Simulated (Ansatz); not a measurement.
# CH₄BNO, SMILES OB1CN1: a rigid torsion scan

Run with the Python package of Ansatz (0.2.0).

`ch4bno_torsion.py`:
```python
"""Energy of CH4BNO as one group turns about a bond."""

from dataclasses import dataclass

import ansatz as az
from ase import Atoms


@dataclass
class RunConfig:
    basis_set: str = "def2-SVP"
    xc: str = "r2scan"
    force_tol: float = 0.02


cfg = RunConfig()

atoms = Atoms(["O", "B", "C", "N", "H", "H", "H", "H"], positions=[
    (-1.3823, 1.1637, -0.7734),
    (-0.4406, 0.2572, -0.294),
    (0.7404, -0.1508, 0.5807),
    (0.272, -1.1638, -0.2199),
    (-1.0109, 1.604, -1.6053),
    (1.7583, 0.2088, 0.2184),
    (0.5781, -0.2482, 1.6836),
    (-0.4227, -1.7282, 0.3541),
])

# relax first, so that the scan starts from a minimum
first = az.Crystal.molecule_from_ase(atoms).calculation()
first = first.basis(gaussian=cfg.basis_set)
first = first.functional(cfg.xc)
first = first.relax(force_tolerance=cfg.force_tol, max_steps=80)
atoms.positions = first.run().report["positions_ang"]

start = atoms.get_dihedral(2, 1, 0, 4)
energies = {}
for turn in range(0, 360, 40):
    turned = atoms.copy()
    turned.set_dihedral(2, 1, 0, 4, start + turn, indices=[0, 4])
    calculation = (
        az.Crystal.molecule_from_ase(turned).calculation()
        .basis(gaussian=cfg.basis_set)
        .functional(cfg.xc)
    )
    energies[round((start + turn) % 360)] = calculation.run().report["free_energy_ev"]
floor = min(energies.values())
print("dihedral C2-B1-O0-H4 (deg)   E - E(min) (kcal/mol)")
for angle, e in sorted(energies.items()):
    print(f"{angle:8d} {23.060548 * (e - floor):14.3f}  " + "#" * int(30 * (e - floor) / max(max(energies.values()) - floor, 1e-9)))
```

```console
$ python ch4bno_torsion.py
dihedral C2-B1-O0-H4 (deg)   E - E(min) (kcal/mol)
       0          0.000
      40          3.038  ###########
      80          7.720  #############################
     120          6.527  #########################
     160          1.926  #######
     200          1.927  #######
     240          6.530  #########################
     280          7.723  ##############################
     320          3.040  ###########
```

The scan is rigid and the energies are electronic, in a modest basis. With rigid groups the curve can differ much from the relaxed path, the start wasn't checked as a minimum of this torsion, and equivalent turns needn't return to the same energy. Timing: 80 s on 1 thread of Arm Neoverse V2 (shared host), peak memory 0.23 GiB.
